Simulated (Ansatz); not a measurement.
# SiH4O2 + HBr: a complex and its separated parts, part 2 of 2

Ansatz 0.2.0, Gaussian basis.

### 13 CAM-B3LYP-D4/def2-TZVPP

The inputs:

parta/in.yaml

```yaml
crystal:
  periodic: [false, false, false]
  atoms:
    - {symbol: Si, position_ang: [-0.625491, 0.241917, 0.753632]}
    - {symbol: H, position_ang: [-1.457731, -0.980883, 0.678423]}
    - {symbol: H, position_ang: [-0.951029, 1.089822, 1.923506]}
    - {symbol: O, position_ang: [-0.888130, 1.227827, -0.532579]}
    - {symbol: O, position_ang: [0.910604, -0.331665, 0.835803]}
    - {symbol: H, position_ang: [-0.838034, 0.841607, -1.408205]}
    - {symbol: H, position_ang: [1.613891, 0.298509, 0.999096]}
basis:
  gaussian: {orbitals: def2-TZVPP}
hamiltonian: {xc: {name: CAM-B3LYP}, dispersion: d4}
```

partb/in.yaml

```yaml
crystal:
  periodic: [false, false, false]
  atoms:
    - {symbol: Br, position_ang: [1.037439, -1.330857, -2.317056]}
    - {symbol: H, position_ang: [1.198380, -1.056176, -0.932719]}
basis:
  gaussian: {orbitals: def2-TZVPP}
hamiltonian: {xc: {name: CAM-B3LYP}, dispersion: d4}
```

Each run has its own folder and the same command.

Command:

```console
ansatz run in.yaml --threads 4 --pin off --events-out ev --progress --plain --max-ram 9574MiB
```

parta printed, shortened:

```text
Functional definition: CAM-B3LYP
  name "CAM-B3LYP"
  cite "Yanai, Tew & Handy, Chem. Phys. Lett. 393, 51 (2004) doi:10.1016/j.cplett.2004.06.011"
  cite "Iikura, Tsuneda, Yanai & Hirao, J. Chem. Phys. 115, 3540 (2001) doi:10.1063/1.1383587"
  cite "Becke, Phys. Rev. A 38, 3098 (1988) doi:10.1103/PhysRevA.38.3098"
  cite "Lee, Yang & Parr, Phys. Rev. B 37, 785 (1988) doi:10.1103/PhysRevB.37.785"
[...]
  # Exact exchange under (alpha + beta erf(omega r))/r, Becke's under what is left of 1/r.
[...]
829 factors; their error is unknown
207 factors; integrals over basis functions are off by at most 1.4e-5 eV
[...]
mean field -12040.61817699 eV, -442.4845565802 hartree, gradient 6.8e-5 eV, S^2 0.000000; 0 other end points of the search recorded, 0 dependent functions left out
reference -12040.61828286 eV, -442.4845604710 hartree; 17, 17 occupied and 143, 143 virtual orbitals, 829 factors
Total energy: -12040.69556925 eV, -442.4874006932 hartree
```

Output in partb, shortened:

```text
[... 6 set-up lines as earlier in the session ...]
[...]
  # Exact exchange under (alpha + beta erf(omega r))/r, Becke's under what is left of 1/r.
[...]
472 factors; their error is unknown
82 factors; integrals over basis functions are off by at most 1.2e-4 eV
[...]
mean field -70066.16346040 eV, -2574.8840146184 hartree, gradient 3.1e-5 eV, S^2 0.000000; 0 other end points of the search recorded, 0 dependent functions left out
reference -70066.16353710 eV, -2574.8840174370 hartree; 18, 18 occupied and 44, 44 virtual orbitals, 472 factors
Total energy: -70066.16901477 eV, -2574.8842187377 hartree
```

Wall times: 1.1 s (parta), 0.25 s (partb) on 4 threads of Arm Neoverse V2, shared host.

### 14 wB97X-V/def2-TZVPP

Each input of step 13 (parta, partb) changes in the same lines:

```diff
-hamiltonian: {xc: {name: CAM-B3LYP}, dispersion: d4}
+hamiltonian: {xc: {name: wB97X-V}}
```

One command serves all of them, each in its own folder.

Command:

```console
ansatz run in.yaml --threads 4 --pin off --events-out ev --progress --plain --max-ram 9574MiB
```

Log of parta, shortened:

```text
Functional definition: wB97X-V
  name "wB97X-V"
  cite "Mardirossian & Head-Gordon, Phys. Chem. Chem. Phys. 16, 9904 (2014) doi:10.1039/C3CP54374A"
[... 2 set-up lines as earlier in the session ...]
[...]
      + integral(e_c_pw_opposite_spin*poly(b97_u_opposite, cos0, cos1)) + vv10(b, c)
829 factors; their error is unknown
190 factors; integrals over basis functions are off by at most 1.1e-5 eV
[...]
mean field -12038.94132666 eV, -442.4229334674 hartree, gradient 8.6e-5 eV, S^2 0.000000; 0 other end points of the search recorded, 0 dependent functions left out
reference -12038.94132496 eV, -442.4229334046 hartree; 17, 17 occupied and 143, 143 virtual orbitals, 829 factors
Total energy: -12038.94132496 eV, -442.4229334046 hartree
```

Output in partb, shortened:

```text
[... 5 set-up lines as earlier in the session ...]
[...]
      + integral(e_c_pw_opposite_spin*poly(b97_u_opposite, cos0, cos1)) + vv10(b, c)
472 factors; their error is unknown
73 factors; integrals over basis functions are off by at most 1.1e-4 eV
[...]
mean field -70056.29632930 eV, -2574.5214042386 hartree, gradient 1.2e-5 eV, S^2 0.000000; 0 other end points of the search recorded, 0 dependent functions left out
reference -70056.29632823 eV, -2574.5214041994 hartree; 18, 18 occupied and 44, 44 virtual orbitals, 472 factors
Total energy: -70056.29632823 eV, -2574.5214041994 hartree
```

They took 2.5 s (parta), 0.55 s (partb) on 4 threads of Arm Neoverse V2, shared host.

### 15 wB97M-V/def2-TZVPP

The same edit goes into each in.yaml of step 14 (parta, partb):

```diff
-hamiltonian: {xc: {name: wB97X-V}}
+hamiltonian: {xc: {name: wB97M-V}}
```

Each run has its own folder and the same command.

Command:

```console
ansatz run in.yaml --threads 4 --pin off --events-out ev --progress --plain --max-ram 9574MiB
```

Output in parta, shortened:

```text
Functional definition: wB97M-V
  name "wB97M-V"
  cite "Mardirossian & Head-Gordon, J. Chem. Phys. 144, 214110 (2016) doi:10.1063/1.4952647"
[... 2 set-up lines as earlier in the session ...]
  # Of w^i u^j: cxij and so on, Table III.
[...]
  gx(w, u) = 1 - cx + cx01*u + cx10*w
[...]
      + integral(e_c_pw_mod_opposite_spin*gos(b97_w_opposite, b97_u_opposite)) + vv10(b, c)
829 factors; their error is unknown
190 factors; integrals over basis functions are off by at most 1.1e-5 eV
[...]
mean field -12039.70414915 eV, -442.4509666767 hartree, gradient 7.3e-5 eV, S^2 0.000000; 0 other end points of the search recorded, 0 dependent functions left out
reference -12039.70419100 eV, -442.4509682145 hartree; 17, 17 occupied and 143, 143 virtual orbitals, 829 factors
Total energy: -12039.70419100 eV, -442.4509682145 hartree
```

Output in partb, shortened:

```text
[... 5 set-up lines as earlier in the session ...]
  # Of w^i u^j: cxij and so on, Table III.
[...]
  gx(w, u) = 1 - cx + cx01*u + cx10*w
[...]
      + integral(e_c_pw_mod_opposite_spin*gos(b97_w_opposite, b97_u_opposite)) + vv10(b, c)
467 factors; their error is unknown
73 factors; integrals over basis functions are off by at most 1.1e-4 eV
[...]
mean field -70058.67557820 eV, -2574.6088400229 hartree, gradient 8.6e-6 eV, S^2 0.000000; 0 other end points of the search recorded, 0 dependent functions left out
reference -70058.67560400 eV, -2574.6088409712 hartree; 18, 18 occupied and 44, 44 virtual orbitals, 467 factors
Total energy: -70058.67560400 eV, -2574.6088409712 hartree
```

Wall times: 3 s (parta), 0.65 s (partb) on 4 threads of Arm Neoverse V2, shared host.

### 16 B2PLYP/def2-TZVPP

Each input of step 15 (parta, partb) changes in the same lines:

```diff
-hamiltonian: {xc: {name: wB97M-V}}
+hamiltonian: {xc: {name: B2PLYP}}
```

The same command starts each run, in its folder.

Command:

```console
ansatz run in.yaml --threads 4 --pin off --events-out ev --progress --plain --max-ram 9574MiB
```

parta printed, shortened:

```text
Functional definition: B2PLYP
  name "B2PLYP"
  cite "Grimme, J. Chem. Phys. 124, 034108 (2006) doi:10.1063/1.2148954"
[... 2 set-up lines as earlier in the session ...]
[...]
955 factors; integrals over basis functions are off by at most 9.1e-4 eV
[...]
mean field -12030.40297646 eV, -442.1091548849 hartree, gradient 1.7e-6 eV, S^2 0.000000; 0 other end points of the search recorded, 0 dependent functions left out
7 core orbitals not correlated: weight in the atoms' cores, before any rotation towards them, 1.000 or more for the frozen orbitals, at most 0.000 for the correlated occupied ones
reference -12030.40311302 eV, -442.1091599033 hartree; 10, 10 occupied and 143, 143 virtual orbitals, 955 factors
second order -19.91328201 eV of doubles, -0.00000000 eV of singles
Total energy: -12035.77969916 eV, -442.3067457997 hartree
```

Output in partb, shortened:

```text
[... 5 set-up lines as earlier in the session ...]
[...]
399 factors; integrals over basis functions are off by at most 1.5e-3 eV
[...]
mean field -70049.78225004 eV, -2574.2820162411 hartree, gradient 1.6e-6 eV, S^2 0.000000; 0 other end points of the search recorded, 0 dependent functions left out
9 core orbitals not correlated: weight in the atoms' cores, before any rotation towards them, 1.000 or more for the frozen orbitals, at most 0.000 for the correlated occupied ones
reference -70049.78235077 eV, -2574.2820199431 hartree; 9, 9 occupied and 44, 44 virtual orbitals, 399 factors
second order -9.24617863 eV of doubles, -0.00000000 eV of singles
Total energy: -70052.27881900 eV, -2574.3737634584 hartree
```

They took 1.6 s (parta), 0.35 s (partb) on 4 threads of Arm Neoverse V2, shared host.

### 17 PBE-QIDH/def2-TZVPP

The same edit goes into each in.yaml of step 16 (parta, partb):

```diff
-hamiltonian: {xc: {name: B2PLYP}}
+hamiltonian: {xc: {name: PBE-QIDH}}
```

One command serves all of them, each in its own folder.

Command:

```console
ansatz run in.yaml --threads 4 --pin off --events-out ev --progress --plain --max-ram 9574MiB
```

Log of parta, shortened:

```text
Functional definition: PBE-QIDH
  name "PBE-QIDH"
  cite "Brémond, Sancho-García, Pérez-Jiménez & Adamo, J. Chem. Phys. 141, 031101 (2014) doi:10.1063/1.4890314"
[... 1 set-up line as earlier in the session ...]
[...]
955 factors; integrals over basis functions are off by at most 9.1e-4 eV
[...]
mean field -12024.93870766 eV, -441.9083467103 hartree, gradient 2.5e-6 eV, S^2 0.000000; 0 other end points of the search recorded, 0 dependent functions left out
7 core orbitals not correlated: weight in the atoms' cores, before any rotation towards them, 1.000 or more for the frozen orbitals, at most 0.000 for the correlated occupied ones
reference -12024.93871796 eV, -441.9083470887 hartree; 10, 10 occupied and 143, 143 virtual orbitals, 955 factors
second order -18.54057189 eV of doubles, -0.00000000 eV of singles
Total energy: -12031.11890859 eV, -442.1354649052 hartree
```

Log of partb, shortened:

```text
[... 4 set-up lines as earlier in the session ...]
[...]
399 factors; integrals over basis functions are off by at most 1.5e-3 eV
[...]
mean field -70043.31098279 eV, -2574.0442015563 hartree, gradient 8.9e-7 eV, S^2 0.000000; 0 other end points of the search recorded, 0 dependent functions left out
9 core orbitals not correlated: weight in the atoms' cores, before any rotation towards them, 1.000 or more for the frozen orbitals, at most 0.000 for the correlated occupied ones
reference -70043.31098991 eV, -2574.0442018180 hartree; 9, 9 occupied and 44, 44 virtual orbitals, 399 factors
second order -8.68131112 eV of doubles, -0.00000000 eV of singles
Total energy: -70046.20476029 eV, -2574.1505459177 hartree
```

Times: 1.6 s (parta), 0.4 s (partb) on 4 threads of Arm Neoverse V2, shared host.

### 18 RPA on PBE/def2-TZVPP

The same edit goes into each in.yaml of step 17 (parta, partb):

```diff
-hamiltonian: {xc: {name: PBE-QIDH}}
+hamiltonian: {xc: pbe}
+correlation: {method: rpa}
```

The same command starts each run, in its folder.

Command:

```console
ansatz run in.yaml --threads 4 --pin off --events-out ev --progress --plain --max-ram 9574MiB
```

Output in parta, shortened:

```text
[... 4 set-up lines as earlier in the session ...]
[...]
955 factors; integrals over basis functions are off by at most 9.1e-4 eV
[...]
mean field -12032.96071416 eV, -442.2031500116 hartree, gradient 2.2e-6 eV, S^2 0.000000; 0 other end points of the search recorded, 0 dependent functions left out
7 core orbitals not correlated: weight in the atoms' cores, before any rotation towards them, 1.000 or more for the frozen orbitals, at most 0.000 for the correlated occupied ones
reference -12003.84392289 eV, -441.1331276686 hartree; 10, 10 occupied and 143, 143 virtual orbitals, 955 factors
Total energy: -12030.34838877 eV, -442.1071488243 hartree
```

Log of partb, shortened:

```text
[... 4 set-up lines as earlier in the session ...]
[...]
399 factors; integrals over basis functions are off by at most 1.5e-3 eV
[...]
mean field -70052.13665322 eV, -2574.3685389621 hartree, gradient 4.1e-6 eV, S^2 0.000000; 0 other end points of the search recorded, 0 dependent functions left out
9 core orbitals not correlated: weight in the atoms' cores, before any rotation towards them, 1.000 or more for the frozen orbitals, at most 0.000 for the correlated occupied ones
reference -70014.55942323 eV, -2572.9876012309 hartree; 9, 9 occupied and 44, 44 virtual orbitals, 399 factors
Total energy: -70026.49301859 eV, -2573.4261527713 hartree
```

Wall times: 1.4 s (parta), 0.3 s (partb) on 4 threads of Arm Neoverse V2, shared host.

### 19 CCSD(T)/def2-TZVPP

The same edit goes into each in.yaml of step 18 (parta, partb):

```diff
-hamiltonian: {xc: pbe}
-correlation: {method: rpa}
+correlation: {method: ccsd_t}
```

The same command starts each run, in its folder.

Command:

```console
ansatz run in.yaml --threads 4 --pin off --events-out ev --progress --plain --max-ram 9574MiB
```

Log of parta, shortened:

```text
Functional definition: HF
  name "HF"
  cite "Fock, Z. Phys. 61, 126 (1930) doi:10.1007/BF01340294"
[... 1 set-up line as earlier in the session ...]
[...]
955 factors; integrals over basis functions are off by at most 9.1e-4 eV
[...]
mean field -12004.93188439 eV, -441.1731095161 hartree, gradient 1.5e-6 eV, S^2 0.000000; 0 other end points of the search recorded, 0 dependent functions left out
7 core orbitals not correlated: weight in the atoms' cores, before any rotation towards them, 1.000 or more for the frozen orbitals, at most 0.000 for the correlated occupied ones
reference -12004.93188439 eV, -441.1731095161 hartree; 10, 10 occupied and 143, 143 virtual orbitals, 955 factors
second order -16.59863136 eV of doubles, -0.00000000 eV of singles
cycle   1  -16.67890226 eV  change   -8.0e-2 eV  update   8.2e-2
[...]
cycle   9  -17.12975550 eV  change   -3.7e-6 eV  update   1.1e-5
perturbative correction -0.56039153 eV, -0.0205940088 hartree
Total energy: -12022.62203142 eV, -441.8232104286 hartree
```

partb printed, shortened:

```text
[... 4 set-up lines as earlier in the session ...]
[...]
399 factors; integrals over basis functions are off by at most 1.5e-3 eV
[...]
mean field -70014.93834627 eV, -2573.0015263956 hartree, gradient 1.4e-6 eV, S^2 0.000000; 0 other end points of the search recorded, 0 dependent functions left out
9 core orbitals not correlated: weight in the atoms' cores, before any rotation towards them, 1.000 or more for the frozen orbitals, at most 0.000 for the correlated occupied ones
reference -70014.93834627 eV, -2573.0015263956 hartree; 9, 9 occupied and 44, 44 virtual orbitals, 399 factors
second order -7.83906620 eV of doubles, -0.00000000 eV of singles
cycle   1  -7.92764600 eV  change   -8.9e-2 eV  update   4.5e-2
[...]
cycle   7  -8.11358539 eV  change   -4.7e-6 eV  update   1.2e-5
perturbative correction -0.24159849 eV, -0.0088785807 hartree
Total energy: -70023.29353015 eV, -2573.3085737399 hartree
```

Wall times: 11 s (parta), 0.35 s (partb) on 4 threads of Arm Neoverse V2, shared host; peak memory 1.2 GiB.

### 20 Vibrations of SiH4O2

vib-parta/in.yaml reads:

```yaml
crystal:
  periodic: [false, false, false]
  atoms:
    - {symbol: Si, position_ang: [-0.625491, 0.241917, 0.753632]}
    - {symbol: H, position_ang: [-1.457731, -0.980883, 0.678423]}
    - {symbol: H, position_ang: [-0.951029, 1.089822, 1.923506]}
    - {symbol: O, position_ang: [-0.888130, 1.227827, -0.532579]}
    - {symbol: O, position_ang: [0.910604, -0.331665, 0.835803]}
    - {symbol: H, position_ang: [-0.838034, 0.841607, -1.408205]}
    - {symbol: H, position_ang: [1.613891, 0.298509, 0.999096]}
basis:
  gaussian: {orbitals: def2-TZVP}
hamiltonian: {xc: pbe0, dispersion: d4}
phonons: {temperatures: {t_min: 298.15, t_max: 900, t_step: 200}}
```

Command:

```console
ansatz run in.yaml --threads 4 --pin off --events-out ev --progress --plain --max-ram 9574MiB
```

Log, shortened:

```text
[... 5 set-up lines as earlier in the session ...]
[...]
746 factors; their error is unknown
[...]
mean field -12033.71774605 eV, -442.2309704206 hartree, gradient 5.2e-5 eV, S^2 0.000000; 0 other end points of the search recorded, 0 dependent functions left out
[...]
Atom 4 at     0.910604    -0.331665     0.835803 Å, force     0.000247    -0.000529     0.000436 eV/Å
Atom 5 at    -0.838034     0.841607    -1.408205 Å, force    -0.000192    -0.000194    -0.000202 eV/Å
Atom 6 at     1.613891     0.298509     0.999096 Å, force     0.000190     0.000153     0.000269 eV/Å
Dipole moment:     0.157460     0.050995    -0.148881 e Å
Vibrations: 246.86 283.61 366.97 618.17 749.52 822.64 872.65 886.90 924.51 967.41 970.06 2249.94 2251.56 3920.14 3922.03 cm⁻¹, zero-point energy 1.243126 eV
```

Wall time 25 s (4 threads of Arm Neoverse V2, shared host).

Wavenumbers and character of the modes:

| mode | wavenumber (cm⁻¹) | character |
| --- | --- | --- |
| 1 | 247 | torsion with bend |
| 2 | 284 | torsion |
| 3 | 367 | bend with torsion |
| 4 | 618 | bend with wag or twist |
| 5 | 750 | bend |
| 6 | 823 | Si–O stretch with bend |
| 7 | 873 | bend with Si–O stretch |
| 8 | 887 | bend with Si–O stretch |
| 9 | 925 | bend |
| 10 | 967 | Si–O stretch with bend |
| 11 | 970 | bend with wag or twist |
| 12 | 2250 | Si–H stretch |
| 13 | 2252 | Si–H stretch |
| 14 | 3920 | O–H stretch |
| 15 | 3922 | O–H stretch |

Vibrational sums (real modes only):

```csv
T (K),entropy (J/mol/K),heat capacity (J/mol/K)
298,24.5,40.7
498,51.9,65.6
698,76.5,79.7
898,97.7,88.9
```

### 21 Vibrations of HBr

vib-partb/in.yaml reads:

```yaml
crystal:
  periodic: [false, false, false]
  atoms:
    - {symbol: Br, position_ang: [1.037439, -1.330857, -2.317056]}
    - {symbol: H, position_ang: [1.198380, -1.056176, -0.932719]}
basis:
  gaussian: {orbitals: def2-TZVP}
hamiltonian: {xc: pbe0, dispersion: d4}
phonons: {temperatures: {t_min: 298.15, t_max: 900, t_step: 200}}
```

Command:

```console
ansatz run in.yaml --threads 4 --pin off --events-out ev --progress --plain --max-ram 9574MiB
```

Log, shortened:

```text
[... 5 set-up lines as earlier in the session ...]
[...]
457 factors; their error is unknown
[...]
mean field -70054.57278211 eV, -2574.4580650476 hartree, gradient 2.1e-5 eV, S^2 0.000000; 0 other end points of the search recorded, 0 dependent functions left out
[...]
reference -70054.57271349 eV, -2574.4580625259 hartree; 18, 18 occupied and 36, 36 virtual orbitals, 457 factors
Total energy: -70054.57831868 eV, -2574.4582685128 hartree
Atom 0 at     1.037439    -1.330857    -2.317056 Å, force    -0.000225    -0.000384    -0.001933 eV/Å
Atom 1 at     1.198380    -1.056176    -0.932719 Å, force     0.000225     0.000384     0.001933 eV/Å
Dipole moment:     0.022471     0.038352     0.193285 e Å
Vibrations: 2667.98 cm⁻¹, zero-point energy 0.165393 eV
```

It took 2 s on 4 threads of Arm Neoverse V2, shared host.

The modes, with what each moves most:

```
mode  wavenumber (cm⁻¹)     character
   1               2668  Br–H stretch
```

Vibrational sums (real modes only):

| T (K) | entropy (J/mol/K) | heat capacity (J/mol/K) |
| --- | --- | --- |
| 298 | 0.0 | 0.0 |
| 498 | 0.0 | 0.2 |
| 698 | 0.2 | 1.0 |
| 898 | 0.6 | 2.2 |

### 22 Complex less separated parts

The complex's own energies come from single points at the same levels.

Rows are in def2-TZVPP; times add the 3 runs of a level on a shared host, so small differences are noise.

Differences are taken before rounding.

```
      method                    rung  complex less parts (kcal/mol)  from CCSD(T) (kcal/mol)     time
       SPW92                     LDA                          -10.1                     -5.5    1.6 s
      PBE-D4                     GGA                           -6.8                     -2.2    2.5 s
     BLYP-D4                     GGA                           -6.3                     -1.6    2.5 s
   r2SCAN-D4                meta-GGA                           -6.0                     -1.4    5.9 s
      B97M-V                meta-GGA                           -5.2                     -0.6     11 s
     PBE0-D4                  hybrid                           -6.0                     -1.4    3.9 s
    B3LYP-D4                  hybrid                           -5.9                     -1.2    3.5 s
  r2SCAN0-D4                  hybrid                           -5.6                     -1.0    6.6 s
    BHLYP-D4                  hybrid                           -5.5                     -0.8    3.7 s
CAM-B3LYP-D4  range-separated hybrid                           -5.7                     -1.1      4 s
     wB97X-V  range-separated hybrid                           -5.1                     -0.5    9.5 s
     wB97M-V  range-separated hybrid                           -5.2                     -0.6     12 s
      B2PLYP           double hybrid                           -4.1                     +0.6    6.7 s
    PBE-QIDH           double hybrid                           -4.8                     -0.2    6.9 s
  RPA on PBE                     RPA                           -3.5                     +1.1    5.9 s
Hartree-Fock            wavefunction                           -0.1                     +4.5         
         MP2            wavefunction                           -5.3                     -0.7         
        CCSD            wavefunction                           -3.8                     +0.8         
     CCSD(T)            wavefunction                           -4.7                        0  2.5 min
```

Among the levels timed on like hardware and quicker than the yardstick, those that no quicker one beats, quickest first: SPW92 (1.6 s, -5.5 kcal/mol); BLYP-D4 (2.5 s, -1.6 kcal/mol); B3LYP-D4 (3.5 s, -1.2 kcal/mol); BHLYP-D4 (3.7 s, -0.8 kcal/mol); B2PLYP (6.7 s, +0.6 kcal/mol); PBE-QIDH (6.9 s, -0.2 kcal/mol).

For cost: PBE-QIDH gets within 0.2 kcal/mol in 6.9 s, where CCSD(T) took 2.5 min; the quickest level in the cost chart, SPW92, takes 1.6 s and misses by 5.5 kcal/mol.

The complex's zero-point energy, from a separate PBE0-D4 run, is 1.473 eV.

### 23 Outcome

This closing draws on all 2 parts.

| quantity | value |
| --- | --- |
| complex less parts, CCSD(T)/def2-TZVPP | -4.7 kcal/mol |
| with zero-point energy | -3.2 kcal/mol |
| largest T1 diagnostic | 0.011 |

What this shows: At CCSD(T) the complex lies 4.7 kcal/mol below its parts. Among the functionals PBE-QIDH lands nearest to CCSD(T) (-0.2 kcal/mol) and SPW92 farthest (-5.5 kcal/mol). By rung, the mean size of the error is: LDA 5.5, GGA 1.9, meta-GGA 1.0, hybrid 1.1, range-separated hybrid 0.7, double hybrid 0.4 kcal/mol. The double hybrids carry no dispersion term here, unlike the levels marked D4 or V. PBE-D4 gives a relative energy 2.2 kcal/mol too low, outside chemical accuracy (1 kcal/mol). No counterpoise was applied, and triple zeta lacks some correlation, so the CCSD(T) reference has a basis error of its own, and close matches with it are partly luck.
